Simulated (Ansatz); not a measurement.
**Si₄SnH₁₂: how energies converge with the basis set**

How large a basis does Si₄SnH₁₂ need? Two functionals are run in growing sets.

Method: one geometry, several basis sets; program: Ansatz 0.2.0, Gaussian basis.

The runs, in order: PBE0-D4/def2-SVP; ωB97M-V/def2-SVP; PBE0-D4/def2-QZVPP; ωB97M-V/def2-QZVPP; the functionals' def2-TZVPP values are taken from earlier runs.

### Step 1. Structure used throughout

All runs share one geometry, relaxed beforehand with PBE0-D4 in a triple-zeta def2 set. Sn takes the def2 core potential; no spin-orbit term is included.

SMILES `[SiH3][Sn]([SiH3])([SiH3])[SiH3]`, 17 atoms, charge 0, spin multiplicity 1.

Atoms are counted from 1 here; the program's logs count them from 0.

Bond lengths: Si1–Sn2 2.563 Å, Si1–H6 1.487 Å, Si1–H7 1.487 Å, Si1–H8 1.487 Å, Sn2–Si3 2.563 Å, Sn2–Si4 2.563 Å, Sn2–Si5 2.563 Å, Si3–H9 1.487 Å, Si3–H10 1.487 Å, Si3–H11 1.487 Å, Si4–H12 1.487 Å, Si4–H13 1.487 Å, Si4–H14 1.487 Å, Si5–H15 1.487 Å, Si5–H16 1.487 Å, Si5–H17 1.487 Å. Angles: Sn2–Si1–H6 110.2°, Sn2–Si1–H7 110.3°, Sn2–Si1–H8 110.3°, H6–Si1–H7 108.7°, H6–Si1–H8 108.6°, H7–Si1–H8 108.7°, Si1–Sn2–Si3 109.4°, Si1–Sn2–Si4 109.5°, Si1–Sn2–Si5 109.5°, Si3–Sn2–Si4 109.5°, Si3–Sn2–Si5 109.4°, Si4–Sn2–Si5 109.5°, Sn2–Si3–H9 110.3°, Sn2–Si3–H10 110.3°, Sn2–Si3–H11 110.3°, H9–Si3–H10 108.6°, H9–Si3–H11 108.7°, H10–Si3–H11 108.6° and more.

### Step 2. PBE0-D4 in def2-SVP

File in.yaml:

```yaml
crystal:
  periodic: [false, false, false]
  atoms:
    - {symbol: Si, position_ang: [-0.384534, 1.384156, -2.120472]}
    - {symbol: Sn, position_ang: [-0.002532, -0.000817, 0.001839]}
    - {symbol: Si, position_ang: [2.467496, 0.130249, 0.673055]}
    - {symbol: Si, position_ang: [-0.637446, -2.443301, -0.444624]}
    - {symbol: Si, position_ang: [-1.451000, 0.928187, 1.901074]}
    - {symbol: H, position_ang: [-0.026293, 2.807252, -1.877855]}
    - {symbol: H, position_ang: [0.455606, 0.865045, -3.232718]}
    - {symbol: H, position_ang: [-1.812455, 1.316536, -2.531388]}
    - {symbol: H, position_ang: [2.708871, -0.664853, 1.906737]}
    - {symbol: H, position_ang: [2.856651, 1.542057, 0.933423]}
    - {symbol: H, position_ang: [3.327465, -0.407185, -0.415070]}
    - {symbol: H, position_ang: [-0.397354, -3.268562, 0.769330]}
    - {symbol: H, position_ang: [0.177925, -2.991485, -1.561345]}
    - {symbol: H, position_ang: [-2.075373, -2.543940, -0.811520]}
    - {symbol: H, position_ang: [-2.891392, 0.847716, 1.538918]}
    - {symbol: H, position_ang: [-1.229524, 0.147531, 3.147642]}
    - {symbol: H, position_ang: [-1.105113, 2.350912, 2.163072]}
basis:
  gaussian: {orbitals: def2-SVP}
hamiltonian: {xc: pbe0, dispersion: d4}
output: {orbitals: {seedname: orbitals}}
```

Started as:

```console
$ ansatz run in.yaml --threads 2 --pin off --events-out ev --progress --plain --max-ram 22528MiB --backend cpu
```

Further steps of the session: ωB97M-V in def2-SVP; PBE0-D4 in def2-QZVPP; ωB97M-V in def2-QZVPP.

Before running them: what should the planned runs give, taken together? Wanted: PBE0-D4: double and triple zeta above quadruple; ωB97M-V: double and triple zeta above quadruple.

As calculated:

| quantity | value |
| --- | --- |
| PBE0-D4: double and triple zeta above quadruple | 12.37, 1.11 eV |
| ωB97M-V: double and triple zeta above quadruple | 12.51, 1.04 eV |

In words: For PBE0-D4 the step from double to triple zeta gains 11.26 eV and the next only 1.11 eV. Total energies overstate the basis error of differences, where much of it tends to cancel. The LUMO of ωB97M-V is positive and keeps falling with the basis (1.56 to 0.93 eV): an unbound level that the basis holds in place.
